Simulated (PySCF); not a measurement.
# C₅H₅BrClF: excited-state relaxation

What do calculations give for the excited-state relaxation of C₅H₅BrClF (`C=C(F)/C(=C\Br)CCl`)?

Programs: PySCF 2.14.0, with routines of our own; each step states its level. All values are computed. Atoms count from 0.

### 1 The system as given

13 atoms, charge 0, multiplicity 1; geometry from: GFN2-xTB.

### 2 Geometry optimisation at PBE/def2-SV(P)

What the job is given:

```
{"job": {"xc": "PBE", "basis": "def2-SV(P)", "grid": 1, "kind": "geom"}, "charge": 0, "multiplicity": 1}
C     -1.281999    -1.539591     0.153640
C     -1.113241    -0.249965    -0.112742
F     -2.199852     0.480129    -0.442838
C      0.140607     0.499626    -0.068091
C      0.376016     1.657506    -0.699105
Br    -0.789618     2.598079    -1.827814
C      1.254925    -0.106930     0.730092
Cl     2.103958    -1.354654    -0.250059
H     -0.459543    -2.181124     0.400462
H     -2.260847    -1.979266     0.087657
H      1.333985     2.147006    -0.607557
H      0.885168    -0.605970     1.624273
H      2.006052     0.635639     0.994354
```

Started as:

```console
$ OMP_NUM_THREADS=1 python excited_run.py task.json out
```

The driver reads the jobs from task.json and runs them one after another.

The program printed:

```text
step   0  E = -3326.08148644  max force = 0.018418
step   1  E = -3326.08581331  max force = 0.002524
step   2  E = -3326.08580905  max force = 0.002506
step   3  E = -3326.08589396  max force = 0.001482
step   4  E = -3326.08592189  max force = 0.001491
step   5  E = -3326.08596905  max force = 0.000900
step   6  E = -3326.08600293  max force = 0.001224
step   7  E = -3326.08605596  max force = 0.000793
step   8  E = -3326.08609837  max force = 0.000516
step   9  E = -3326.08610570  max force = 0.000390
optimisation converged
```

It took 1.8 min on 1 thread of Arm Neoverse V2, shared host; peak memory 0.69 GiB.

Along the way:

```tsv
step	energy from step 0 (eV)	largest force component (eV/Å)
0	0.0000	0.9471
1	-0.1177	0.1298
2	-0.1176	0.1289
3	-0.1199	0.0762
4	-0.1207	0.0767
5	-0.1220	0.0463
6	-0.1229	0.0629
7	-0.1243	0.0408
8	-0.1255	0.0265
9	-0.1257	0.0201
```

Distances of close pairs at the start and the end, largest changes first:

```tsv
bond	before (Å)	after (Å)	change (Å)
C0–H8	1.072	1.099	+0.027
C0–H9	1.075	1.102	+0.027
C3–C4	1.340	1.364	+0.024
C0–C1	1.328	1.352	+0.024
C4–H10	1.080	1.102	+0.023
C6–Cl7	1.800	1.821	+0.021
C6–H11	1.089	1.109	+0.021
C6–H12	1.089	1.107	+0.018
```

The end geometry stands in the next job.

```tsv
at the end point	value
point group (found at 0.08 Å tolerance)	C1
rotational constants (GHz, main isotopes)	1.939, 0.573, 0.464
dipole moment (D)	1.67
```

### 3 Excited-state relaxation: TDA PBE/def2-SV(P)

What the job is given:

```
{"job": {"kind": "xopt", "state": "S1", "method": "TDA", "freq": false, "xc": "PBE", "basis": "def2-SV(P)", "grid": 1}, "charge": 0, "multiplicity": 1}
C     -0.325394    -1.620194     0.048000
C     -0.160992    -0.358361    -0.407722
F     -1.223018     0.270812    -0.951258
C      1.076647     0.432509    -0.363126
C      1.266739     1.675682    -0.891090
Br     0.079600     2.765620    -1.856704
C      2.256728    -0.154835     0.373427
Cl     3.057121    -1.531137    -0.510031
H      0.515558    -2.201872     0.451078
H     -1.316041    -2.096123    -0.029084
H      2.246524     2.167836    -0.778428
H      1.954464    -0.557193     1.362166
H      3.046234     0.606173     0.524955
```

With the program's defaults for keys left out, this is: TDA PBE/def2-SV(P) excited-state geometry optimisation, gas phase.

The program printed:

```text
final grid: 57208 points
cycle   1  E = -3326.0175276430  dE = -3.339e-01  |g| = 5.693e-01  |ddm| = 4.133e+00
cycle   2  E = -3325.8528781248  dE =  1.646e-01  |g| = 9.790e-01  |ddm| = 1.694e+00
cycle   3  E = -3326.0589565936  dE = -2.061e-01  |g| = 2.908e-01  |ddm| = 1.289e+00
cycle   4  E = -3326.0837133134  dE = -2.476e-02  |g| = 1.020e-01  |ddm| = 4.330e-01
cycle   5  E = -3326.0858398230  dE = -2.127e-03  |g| = 3.220e-02  |ddm| = 1.239e-01
cycle   6  E = -3326.0860174760  dE = -1.777e-04  |g| = 1.707e-02  |ddm| = 5.481e-02
cycle   7  E = -3326.0861020254  dE = -8.455e-05  |g| = 3.915e-03  |ddm| = 2.551e-02
cycle   8  E = -3326.0861050993  dE = -3.074e-06  |g| = 1.436e-03  |ddm| = 4.975e-03
cycle   9  E = -3326.0861056823  dE = -5.830e-07  |g| = 3.072e-04  |ddm| = 2.129e-03
cycle  10  E = -3326.0861056977  dE = -1.544e-08  |g| = 1.347e-04  |ddm| = 5.271e-04
cycle  11  E = -3326.0861057021  dE = -4.449e-09  |g| = 3.973e-05  |ddm| = 1.813e-04
cycle  12  E = -3326.0861057025  dE = -3.783e-10  |g| = 1.113e-05  |ddm| = 5.206e-05
converged SCF energy = -3326.0861057025

vertical S1 at the ground-state geometry: 4.4207 eV
step    E(state)/Eh    max force   excitation/eV  root
  0   -3325.92390137   0.047387     4.3795      1
  1   -3325.93368741   0.031102     3.7382      1
  2   -3325.93523080   0.036171     3.4997      1
  3   -3325.94262084   0.033296     3.4328      1
  4   -3325.95030071   0.030386     3.1635      1
  5   -3325.95896726   0.036335     2.2830      1
  6   -3325.96799726   0.042595     1.5927      1
  7   -3325.97420316   0.042964     0.4799      1
optimisation not converged (near crossing with ground state)
```

It took 3 min on 1 thread of Arm Neoverse V2, shared host; peak memory 0.78 GiB.

**What went wrong.** The excited state lay within 0.8 eV of the ground state, the driver's bar for a possible crossing, so it stopped. Cure: use a multireference or spin-flip method there. Numbers from the part that failed are no properties of the molecule.

### 4 Excited-state relaxation: UKS PBE/def2-SV(P)

Settings changed since step 3:

```diff
@@ -1,2 +1,2 @@
-{"job": {"kind": "xopt", "state": "S1", "method": "TDA", "freq": false, "xc": "PBE", "basis": "def2-SV(P)", "grid": 1}, "charge": 0, "multiplicity": 1}
+{"job": {"kind": "xopt", "state": "T1", "method": "UKS", "freq": false, "xc": "PBE", "basis": "def2-SV(P)", "grid": 1}, "charge": 0, "multiplicity": 1}
 C     -0.325394    -1.620194     0.048000
```

Level: UKS PBE/def2-SV(P) excited-state geometry optimisation, gas phase.

The program printed:

```text
final grid: 57208 points
cycle   1  E = -3326.0175276430  dE = -3.339e-01  |g| = 5.693e-01  |ddm| = 4.133e+00
cycle   2  E = -3325.8528781248  dE =  1.646e-01  |g| = 9.790e-01  |ddm| = 1.694e+00
cycle   3  E = -3326.0589565936  dE = -2.061e-01  |g| = 2.908e-01  |ddm| = 1.289e+00
cycle   4  E = -3326.0837133134  dE = -2.476e-02  |g| = 1.020e-01  |ddm| = 4.330e-01
cycle   5  E = -3326.0858398230  dE = -2.127e-03  |g| = 3.220e-02  |ddm| = 1.239e-01
cycle   6  E = -3326.0860174760  dE = -1.777e-04  |g| = 1.707e-02  |ddm| = 5.481e-02
cycle   7  E = -3326.0861020254  dE = -8.455e-05  |g| = 3.915e-03  |ddm| = 2.551e-02
cycle   8  E = -3326.0861050993  dE = -3.074e-06  |g| = 1.436e-03  |ddm| = 4.975e-03
cycle   9  E = -3326.0861056823  dE = -5.830e-07  |g| = 3.072e-04  |ddm| = 2.129e-03
cycle  10  E = -3326.0861056977  dE = -1.544e-08  |g| = 1.347e-04  |ddm| = 5.271e-04
cycle  11  E = -3326.0861057021  dE = -4.449e-09  |g| = 3.973e-05  |ddm| = 1.813e-04
cycle  12  E = -3326.0861057025  dE = -3.783e-10  |g| = 1.113e-05  |ddm| = 5.206e-05
converged SCF energy = -3326.0861057025

vertical T1 at the ground-state geometry: 2.8218 eV
step    E(state)/Eh    max force   <S^2>
  0   -3325.98505160   0.094408    2.0050
  1   -3325.99781248   0.027441    2.0056
  2   -3325.99913189   0.017822    2.0056
  3   -3325.99956762   0.007656    2.0059
  4   -3326.00077224   0.005418    2.0059
  5   -3326.00094531   0.005997    2.0058
  6   -3326.00135001   0.001206    2.0059
  7   -3326.00160648   0.003233    2.0060
  8   -3326.00194010   0.004373    2.0062
  9   -3326.00212730   0.002454    2.0064
 10   -3326.00232971   0.001810    2.0067
 11   -3326.00412971   0.024787    2.0105
 12   -3326.00194263   0.050113    2.0143
 13   -3326.00478236   0.039774    2.0128
 14   -3326.00451688   0.035648    2.0120
 15   -3326.00641163   0.022234    2.0129
 16   -3326.00886122   0.015303    2.0144
 17   -3326.01075580   0.006835    2.0150
 18   -3326.00997868   0.013440    2.0151
 19   -3326.01166227   0.006724    2.0152
 20   -3326.01200496   0.005535    2.0150
 21   -3326.01225825   0.004385    2.0151
 22   -3326.01235791   0.001494    2.0152
 23   -3326.01239756   0.000711    2.0152
 24   -3326.01241262   0.000643    2.0152
 25   -3326.01242683   0.000881    2.0152
 26   -3326.01244374   0.001497    2.0152
 27   -3326.01237180   0.003504    2.0150
 28   -3326.01245280   0.001976    2.0151
 29   -3326.01249025   0.001843    2.0151
 30   -3326.01248508   0.001378    2.0150
 31   -3326.01250218   0.000454    2.0150
 32   -3326.01250797   0.000387    2.0150
optimisation converged
vertical emission -0.4340 eV, adiabatic 2.0027 eV, Stokes shift 3.2558 eV, reorganisation 0.8191 (excited) and 2.4367 eV (ground)
```

Wall time 8.5 min (1 thread of Arm Neoverse V2, shared host); peak memory 0.69 GiB.

Key values:

```tsv
quantity	value
vertical gap at the ground-state geometry, T1	2.82 eV
adiabatic energy, T1	2.00 eV
vertical gap at the relaxed geometry, T1	-0.43 eV
difference of the two gaps, T1	3.26 eV
geometry moved (RMSD), T1	0.979 Å
```

Bonds of the start that changed most:

```tsv
bond	start (Å)	end (Å)
C3–C4	1.364	1.460
C1–C3	1.469	1.421
C0–C1	1.352	1.380
C6–Cl7	1.821	1.837
C3–C6	1.510	1.498
C4–Br5	1.879	1.888
```

Mulliken spin populations:

C0 0.57; C1 -0.15; F2 -0.01; C3 0.54; C4 0.90; Br5 0.17; C6 -0.02; Cl7 0.07; H8 -0.03; H9 -0.03; H10 -0.03; H11 0.01; H12 0.01

### 5 Outcome

| quantity | value |
| --- | --- |
| point group | C1 |
| rotational constants (main isotopes) | 1.94, 0.57, 0.46 GHz |
| vertical gap at the ground-state geometry, T1 (step 4, UKS PBE/def2-SV(P)) | 2.82 eV |
| adiabatic energy, T1 (step 4, UKS PBE/def2-SV(P)) | 2.00 eV |
| vertical gap at the relaxed geometry, T1 (step 4, UKS PBE/def2-SV(P)) | -0.43 eV |
| difference of the two gaps, T1 (step 4, UKS PBE/def2-SV(P)) | 3.26 eV |
| runs | 1 failed, 0 ended on unsound input |

**Reading.** The optimisation took 9 steps and gained 0.126 eV; among the close pairs (by a distance rule), C0–H8 changed most, from 1.072 to 1.099 Å. Steps that list no spin-orbit terms leave them out, which matters at and beside the heavy atoms. In step 4 the harmonic model is doubtful. Where no frequencies were run, the relaxed excited state may be a saddle. In step 4 the gap at the relaxed geometry is under 0.8 eV (below zero), where a single closed-shell reference fails, so that gap and differences built on it are unreliable. In step 4 (excited-state relaxation), among the bonds C3–C4 changes most, from 1.364 to 1.460 Å. The atoms move far more than that, so angles or torsions carry the main change.
